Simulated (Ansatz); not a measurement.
# BCl₂F (SMILES FB(Cl)Cl): energies and forces away from the minimum

Aim: displace all atoms at random from the minimum and see how well density functionals give the CCSD(T) energy and forces there.

Computed with Ansatz 0.2.0, Gaussian basis. Level: single points with forces in def2-TZVPP.

Levels: PBE-D4, r2SCAN-D4, PBE0-D4, wB97M-V, Hartree-Fock, MP2, CCSD, CCSD(T). Each coordinate is moved by a Gaussian draw of the width named (0.7 of it for atoms other than hydrogen): 0.12, 0.06 Å.

Cores are frozen in the correlated methods.

13 further runs of the same task are left out: 13 set aside as unsound or not needed.

## 1. The starting structure

The minimum, relaxed at PBE0-D4: SMILES `FB(Cl)Cl`, 4 atoms, charge 0, spin multiplicity 1.

Atoms are counted from 1 here; the program's logs count them from 0.

Bond lengths: F1–B2 1.310 Å, B2–Cl3 1.739 Å, B2–Cl4 1.739 Å. Angles: F1–B2–Cl3 119.3°, F1–B2–Cl4 119.3°, Cl3–B2–Cl4 121.5°.

Coordinates:

```
F     0.1303   -1.1868   -0.7762
B     0.0219   -0.0961   -0.0584
Cl   -1.5364    0.3606    0.5634
Cl    1.4396    0.8620    0.2509
```

Energies of the minimum (eV), from earlier single points: PBE-D4 -28430.79045, r2SCAN-D4 -28441.41762, PBE0-D4 -28432.88350, B3LYP-D4 -28445.53607, wB97M-V -28442.54619, CCSD(T) -28412.13467.

## 2. Structure 1, width 0.12 Å

Input file ccsdt-tzvpp/in.yaml:

```yaml
crystal:
  periodic: [false, false, false]
  atoms:
    - {symbol: F, position_ang: [0.128935, -1.203722, -0.972008]}
    - {symbol: B, position_ang: [0.036636, -0.077999, 0.016103]}
    - {symbol: Cl, position_ang: [-1.542371, 0.322386, 0.613031]}
    - {symbol: Cl, position_ang: [1.344045, 0.819332, 0.218562]}
basis:
  gaussian: {orbitals: def2-TZVPP}
correlation: {method: ccsd_t}
output: {forces: true}
```

No record of the launch command was kept for these runs.

Output, cut to the lines that bear on the results:

```text
Functional definition: HF
  name "HF"
  cite "Fock, Z. Phys. 61, 126 (1930) doi:10.1007/BF01340294"
  parent pbe
[...]
906 factors; integrals over basis functions are off by at most 9.8e-4 eV
[...]
mean field -28389.96602864 eV, -1043.3120081422 hartree, gradient 1.6e-6 eV, S^2 0.000000; 0 other end points of the search recorded, 0 dependent functions left out
12 core orbitals not correlated: weight in the atoms' cores, before any rotation towards them, 1.000 or more for the frozen orbitals, at most 0.000 for the correlated occupied ones
reference -28389.96602864 eV, -1043.3120081422 hartree; 12, 12 occupied and 122, 122 virtual orbitals, 906 factors
second order -19.73037996 eV of doubles, -0.00000000 eV of singles
cycle   1  -20.01983225 eV  change   -2.9e-1 eV  update   9.5e-2
[...]
cycle  10  -20.52206902 eV  change    3.1e-6 eV  update   8.7e-6
perturbative correction -0.83206262 eV, -0.0305777373 hartree
[...]
working
Total energy: -28411.32016028 eV, -1044.0967580056 hartree
Atom 0 at     0.128935    -1.203722    -0.972008 Å, force    -0.400499     3.030560     3.096012 eV/Å
Atom 1 at     0.036636    -0.077999     0.016103 Å, force    -3.311617    -5.025365    -4.024349 eV/Å
Atom 2 at    -1.542371     0.322386     0.613031 Å, force    -0.056803    -0.319542     0.129778 eV/Å
Atom 3 at     1.344045     0.819332     0.218562 Å, force     3.768919     2.314348     0.798559 eV/Å
Dipole moment:     0.102229     0.265555     0.221315 e Å
```

It took 2.3 min on 2 threads, shared host; peak memory 1.4 GiB.

The other levels were run on the same coordinates; their logs were not kept, and their results stand in the tables.

```csv
method,RMS force component (eV/Å),RMS error against CCSD(T) (eV/Å),angle to CCSD(T) forces (°),dipole (D)
PBE-D4,2.556,0.246,2.9,1.62
r2SCAN-D4,2.640,0.127,0.6,1.66
PBE0-D4,2.681,0.126,2.0,1.72
wB97M-V,2.683,0.085,0.6,1.73
CCSD(T),2.764,reference,reference,1.73
```

## 3. Structure 2, width 0.06 Å

Input file ccsdt-tzvpp/in.yaml:

```yaml
crystal:
  periodic: [false, false, false]
  atoms:
    - {symbol: F, position_ang: [0.155668, -1.187920, -0.788083]}
    - {symbol: B, position_ang: [0.048406, -0.102634, -0.049703]}
    - {symbol: Cl, position_ang: [-1.590051, 0.405745, 0.614971]}
    - {symbol: Cl, position_ang: [1.428841, 0.784702, 0.271546]}
basis:
  gaussian: {orbitals: def2-TZVPP}
correlation: {method: ccsd_t}
output: {forces: true}
```

Output, cut to the lines that bear on the results:

```text
[... 4 set-up lines as earlier in the session ...]
[...]
911 factors; integrals over basis functions are off by at most 7.4e-4 eV
[...]
mean field -28390.79338489 eV, -1043.3424129238 hartree, gradient 1.3e-6 eV, S^2 0.000000; 0 other end points of the search recorded, 0 dependent functions left out
12 core orbitals not correlated: weight in the atoms' cores, before any rotation towards them, 1.000 or more for the frozen orbitals, at most 0.000 for the correlated occupied ones
reference -28390.79338489 eV, -1043.3424129238 hartree; 12, 12 occupied and 122, 122 virtual orbitals, 911 factors
second order -19.52720033 eV of doubles, -0.00000000 eV of singles
cycle   1  -19.90110001 eV  change   -3.7e-1 eV  update   8.9e-2
[...]
cycle  10  -20.37388596 eV  change    5.0e-6 eV  update   4.6e-6
perturbative correction -0.80752953 eV, -0.0296761630 hartree
[...]
working
Total energy: -28411.97480039 eV, -1044.1208155861 hartree
Atom 0 at     0.155668    -1.187920    -0.788083 Å, force    -0.445419     0.053279     0.107940 eV/Å
Atom 1 at     0.048406    -0.102634    -0.049703 Å, force    -2.559120    -0.592525     0.148203 eV/Å
Atom 2 at    -1.590051     0.405745     0.614971 Å, force     1.505454    -0.605796    -0.713214 eV/Å
Atom 3 at     1.428841     0.784702     0.271546 Å, force     1.499085     1.145042     0.457071 eV/Å
Dipole moment:     0.131546     0.070658     0.019306 e Å
```

Wall time 2.2 min (2 threads, shared host); peak memory 1.4 GiB.

```csv
method,RMS force component (eV/Å),RMS error against CCSD(T) (eV/Å),angle to CCSD(T) forces (°),dipole (D)
PBE-D4,1.031,0.182,9.5,0.69
r2SCAN-D4,1.027,0.061,1.4,0.71
PBE0-D4,1.044,0.108,5.5,0.72
wB97M-V,1.052,0.038,1.2,0.73
CCSD(T),1.082,reference,reference,0.72
```

## 4. All structures together

Energy above the minimum (kJ/mol):

```csv
structure,width (Å),PBE-D4,r2SCAN-D4,PBE0-D4,wB97M-V,Hartree-Fock,MP2,CCSD,CCSD(T)
1,0.12,69.1,75.5,77.6,76.3,96.5,76.0,81.4,78.6
2,0.06,13.7,14.9,15.5,15.2,16.7,15.8,15.8,15.4
```

Miss and cost, level by level (times from a shared host):

```csv
method,mean energy error from CCSD(T) (kJ/mol),mean time a point
PBE-D4,5.6,1.8 s
r2SCAN-D4,1.8,4.2 s
PBE0-D4,0.5,3.1 s
wB97M-V,1.3,8.5 s
Hartree-Fock,9.6,part of the CCSD(T) run
MP2,1.5,part of the CCSD(T) run
CCSD,1.6,part of the CCSD(T) run
CCSD(T),0,2.3 min
```

The best functional, PBE0-D4, misses by 0.5 kJ/mol and takes 3.1 s a point, against 2.3 min for CCSD(T).

## 5. Summary of results

| quantity | value |
| --- | --- |
| energy above the minimum, CCSD(T) | 78.6, 15.4 kJ/mol |
| mean energy error | PBE-D4 5.6, r2SCAN-D4 1.8, PBE0-D4 0.5, wB97M-V 1.3, Hartree-Fock 9.6, MP2 1.5, CCSD 1.6 kJ/mol |
| mean RMS force error | PBE-D4 0.214, r2SCAN-D4 0.094, PBE0-D4 0.117, wB97M-V 0.061 eV/Å |
| largest T1 diagnostic | 0.013 |

What this shows: In energy PBE0-D4 is nearest to CCSD(T) and Hartree-Fock farthest. For forces wB97M-V is best, off by 3 % of the typical force, and PBE-D4 worst (11 %); with few structures and a triple-zeta reference, gaps of a few points rank nothing.
